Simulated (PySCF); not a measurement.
**A diatomic session: AlCd−**

Aim: find the lowest electronic state of AlCd−, scan its bond at several levels of theory, and get bond length, wavenumber and dissociation energy from each curve.

Program: PySCF 2.14.0. Level of theory: Al def2-SVPD, Cd def2-SVPD with ECP28, scalar-relativistic core potentials. These are calculated values, not measurements.

7 further runs of the same task are left out: 7 set aside as unsound or not needed.

**1. The job**

The job is set up so:

* atoms: Al, Cd
* charge: -1
* basis: Al def2-SVPD, Cd def2-SVPD with ECP28
* Hamiltonian: scalar-relativistic core potentials
* basis functions: 58
* electrons treated: 34
* masses in u: 26.9815, 113.9034
* levels: PBE0, PBE, r²SCAN, LDA
* grid: 80 radial by 434 angular points
* occupations: held fixed by the projection of orbital angular momentum
* dissociation limit: Al− + Cd, each in its ground configuration
* starting distance in angstrom: 2.695
* values of 2S to try: 0, 2

The run is started by

```bash
OMP_NUM_THREADS=1 python dia.py task.json out
```

The runs that follow: The PBE0 curve of the state that the search chose; PBE (GGA); r²SCAN; LDA.

Q: Predict the outcome of this session. Wanted: for each run, Re; ωe; De; μ.

**Answer**, as computed:

Lowest PBE0 solution found, without spin–orbit coupling: ³Σ⁻ (triplet), unpaired electrons π ↑↑.

```csv
level,Re (Å),ωe (cm⁻¹),De (eV),μ (D)
LDA,2.580,228.7,1.61,4.51
PBE,2.674,199.8,1.20,5.17
r²SCAN,2.630,214.8,1.22,5.04
PBE0,2.681,197.1,1.07,5.39
```

De is counted to Al− + Cd in their ground configurations. A positive dipole points from Al to Cd; in an ion it is taken about the centre of mass and does not tell which atom is negative.

The methods spread over 0.101 Å in bond length, from LDA to PBE0. Among the levels with a De in the table, it runs from 1.07 eV (PBE0) to 1.61 eV (LDA).

With some functionals the highest level of the anion is positive, from self-interaction error or because the anion is truly unbound there; the finite basis then holds the extra electron, and no neutral molecule was run to test the binding. Spin–orbit coupling is left out.
